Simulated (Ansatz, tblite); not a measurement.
# CuMe2 (C2H6Cu): rung by rung

Aim: run the doublet of CuMe2 (C2H6Cu) at one geometry on many levels, and compare frontier levels, spin and run time.

The runs use Ansatz 0.2.0, Gaussian basis; as each input shows.

The runs, in order: GFN1-xTB, GFN2-xTB, PBE-D4/def2-TZVP, r2SCAN-D4/def2-TZVP, ωB97X-V/def2-TZVP, B97M-V/def2-TZVP, BHLYP-D4/def2-TZVP, revPBE-D4/def2-TZVP, PBE-QIDH/def2-TZVP, r2SCANh-D4/def2-TZVP, LC-ωPBE/def2-TZVP, PBE-D4/def2-SVP, PBE0-D4/def2-SVP, HF/6-31G, B3LYP-D4/6-31G, PBE0-D4/def2-TZVPD, PBE-D4/def2-TZVPD, r2SCAN-D4/def2-TZVPD, CCSD(T)/def2-TZVP.

1 further run of the same task is left out (it didn't finish).

## Step 1: The geometry

The doublet was relaxed beforehand with r2SCAN-D4/def2-TZVP.

9 atoms, charge 0, spin multiplicity 2.

Bond lengths: Cu1–C2 1.928 Å, Cu1–C6 1.928 Å, C2–H3 1.095 Å, C2–H4 1.095 Å, C2–H5 1.095 Å, C6–H7 1.095 Å, C6–H8 1.095 Å, C6–H9 1.095 Å. Angles: C2–Cu1–C6 180.0°, Cu1–C2–H3 110.5°, Cu1–C2–H4 110.5°, Cu1–C2–H5 110.5°, H3–C2–H4 108.4°, H3–C2–H5 108.4°, H4–C2–H5 108.4°, Cu1–C6–H7 110.5°, Cu1–C6–H8 110.5°, Cu1–C6–H9 110.5°, H7–C6–H8 108.4°, H7–C6–H9 108.4°, H8–C6–H9 108.4°.

Formally the metal is d9. No spin-orbit coupling is included.

PBE0-D4/def2-TZVP was run before; its log isn't repeated, and its numbers join the tables.

## Step 2: GFN1-xTB

Tight binding, by tblite at 300 K electronic temperature and without a spin-polarisation term:

```python
tblite.interface.Calculator('GFN1-xTB', numbers, positions, charge=0, uhf=1).singlepoint()
```

Energy -322.4883 eV; 0.005 s.

## Step 3: GFN2-xTB

Tight binding, by tblite at 300 K electronic temperature and without a spin-polarisation term:

```python
tblite.interface.Calculator('GFN2-xTB', numbers, positions, charge=0, uhf=1).singlepoint()
```

Energy -303.7142 eV; 0.004 s.

## Step 4: PBE-D4/def2-TZVP

start.molden holds the orbitals of an earlier run on this state, given as this run's starting guess.

File in.yaml:

```yaml
crystal:
  periodic: [false, false, false]
  atoms:
    - {symbol: Cu, position_ang: [-0.000152, -0.000199, 0.000012]}
    - {symbol: C, position_ang: [-0.003427, -0.013904, 1.928118]}
    - {symbol: H, position_ang: [-0.443384, 0.910853, 2.317131]}
    - {symbol: H, position_ang: [1.018824, -0.099842, 2.312423]}
    - {symbol: H, position_ang: [-0.587560, -0.860739, 2.304559]}
    - {symbol: C, position_ang: [0.003358, 0.013819, -1.928099]}
    - {symbol: H, position_ang: [-1.022112, 0.019936, -2.313364]}
    - {symbol: H, position_ang: [0.514402, -0.873674, -2.317012]}
    - {symbol: H, position_ang: [0.520041, 0.903769, -2.303757]}
basis:
  gaussian: {orbitals: def2-TZVP, initial_orbitals: start.molden}
magnetization: {spin_polarized: true, initial_magnetization: 1}
hamiltonian: {xc: pbe, dispersion: d4}
scf: {omitted_lower_state_checks: [starts]}
output: {orbitals: {seedname: orbitals}}
```

On the command line:

```console
> ansatz run in.yaml --threads 4 --pin off --events-out ev --progress --plain --max-ram 3916MiB
```

After this run come: r2SCAN-D4/def2-TZVP; ωB97X-V/def2-TZVP; B97M-V/def2-TZVP; BHLYP-D4/def2-TZVP; revPBE-D4/def2-TZVP; PBE-QIDH/def2-TZVP; r2SCANh-D4/def2-TZVP; LC-ωPBE/def2-TZVP; PBE-D4/def2-SVP; PBE0-D4/def2-SVP; HF/6-31G; B3LYP-D4/6-31G; PBE0-D4/def2-TZVPD; PBE-D4/def2-TZVPD; r2SCAN-D4/def2-TZVPD; CCSD(T)/def2-TZVP.

**Question.** What will the summary of the whole plan be? Wanted: gap in def2-TZVP, named functionals, smallest and largest; correlation energy, CCSD(T)/def2-TZVP; binding an atom, CCSD(T)/def2-TZVP; ⟨S²⟩ in def2-TZVP, named functionals, smallest and largest; PBE0 total energy, smallest basis above largest.

**Answer**, as computed:

```
                                                  quantity                                value
 gap in def2-TZVP, named functionals, smallest and largest  0.08 eV (B97M-V), 7.04 eV (LC-ωPBE)
                     correlation energy, CCSD(T)/def2-TZVP                            -20.45 eV
                        binding an atom, CCSD(T)/def2-TZVP                             3.222 eV
⟨S²⟩ in def2-TZVP, named functionals, smallest and largest                         0.752, 0.759
           PBE0 total energy, smallest basis above largest       9.07 eV (def2-SVP, def2-TZVPD)
```

What this shows: Orbital gaps of the named functionals in def2-TZVP span 0.08 eV (B97M-V) to 7.04 eV (LC-ωPBE); exact exchange widens it. A small miss in a minimal or small basis is a cancelling of errors, not accuracy. The functionals in def2-TZVP miss CCSD(T)/def2-TZVP by +0.043 (BHLYP-D4) to +0.155 eV (PBE-D4) an atom. The reference is CCSD(T) in one finite basis, so it carries an error of its own, often a tenth of an eV or more, and near misses can't be ranked. PBE-D4, revPBE-D4 leave an empty level below a filled one, so this occupation isn't an aufbau state there; left out of the range. Over the named functionals in def2-TZVP spin contamination reaches 0.01 (BHLYP-D4), which is small.
